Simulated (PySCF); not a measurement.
# C4H7F3Se: electronic excitations

Wanted: the electronic excitations of C4H7F3Se (`CC[Se][C@H](F)C(F)F`), by calculation.

The runs use PySCF 2.14.0, with density-fitted response routines of our own; the level of theory stands in each step. All values are computed, except where a source is named. Atoms count from 0, in the outputs and in this text.

### 1 Starting geometry

15 atoms, charge 0, multiplicity 1; geometry from: GFN2-xTB.

Bonds of the start (Å): C0–C1 1.52, C1–Se2 1.98, Se2–C3 1.98, C3–F4 1.36, C3–C5 1.52, C5–F6 1.35, C5–F7 1.35, C0–H8 1.09, C0–H9 1.09, C0–H10 1.09, C1–H11 1.09, C1–H12 1.09, C3–H13 1.10, C5–H14 1.10.

### 2 Excited states and response: CAM-B3LYP/def2-SVPD

The job: settings as JSON, then the geometry in Å.

```
{"job": {"kind": "uv", "xc": "CAM-B3LYP", "basis": "def2-SVPD", "nstates": 8, "ntriplets": 3}, "charge": 0, "multiplicity": 1}
C     -2.832408    -0.008205     0.175516
C     -1.446274    -0.240616    -0.391744
Se    -0.073727     0.566613     0.787728
C      1.463210    -0.045262    -0.293448
F      1.376395    -1.394536    -0.477208
C      2.746176     0.276256     0.457319
F      3.802257     0.337139    -0.381377
F      2.642546     1.495110     1.033512
H     -3.577762    -0.456155    -0.478519
H     -2.921885    -0.456187     1.163489
H     -3.039761     1.057267     0.261127
H     -1.336479     0.222549    -1.374459
H     -1.217628    -1.304485    -0.458542
H      1.448527     0.425310    -1.284631
H      2.962401    -0.466809     1.239325
```

Method: TDDFT CAM-B3LYP/def2-SVPD, vertical, gas phase, core orbitals frozen in the response.

What will the session give for the following? lowest singlet (CAM-B3LYP/def2-SVPD); brightest single state of those computed; lowest triplet. Wanted: lowest singlet; brightest single state of those computed; lowest triplet.

As calculated:

```
                                quantity                        value
    lowest singlet (CAM-B3LYP/def2-SVPD)  4.77 eV (260 nm), f = 0.000
brightest single state of those computed  state 8, 7.60 eV, f = 0.103
                          lowest triplet                      4.24 eV
```

**Reading.** The first singlet state (HOMO→LUMO 0.84) lies at 4.77 eV and is dark; of the 8 states computed, the strongest absorption comes from state 8 at 7.60 eV (the last computed, so partners may be missing). The lowest triplet lies 0.53 eV below the lowest singlet (triplets in Tamm-Dancoff, singlets in full TDDFT).
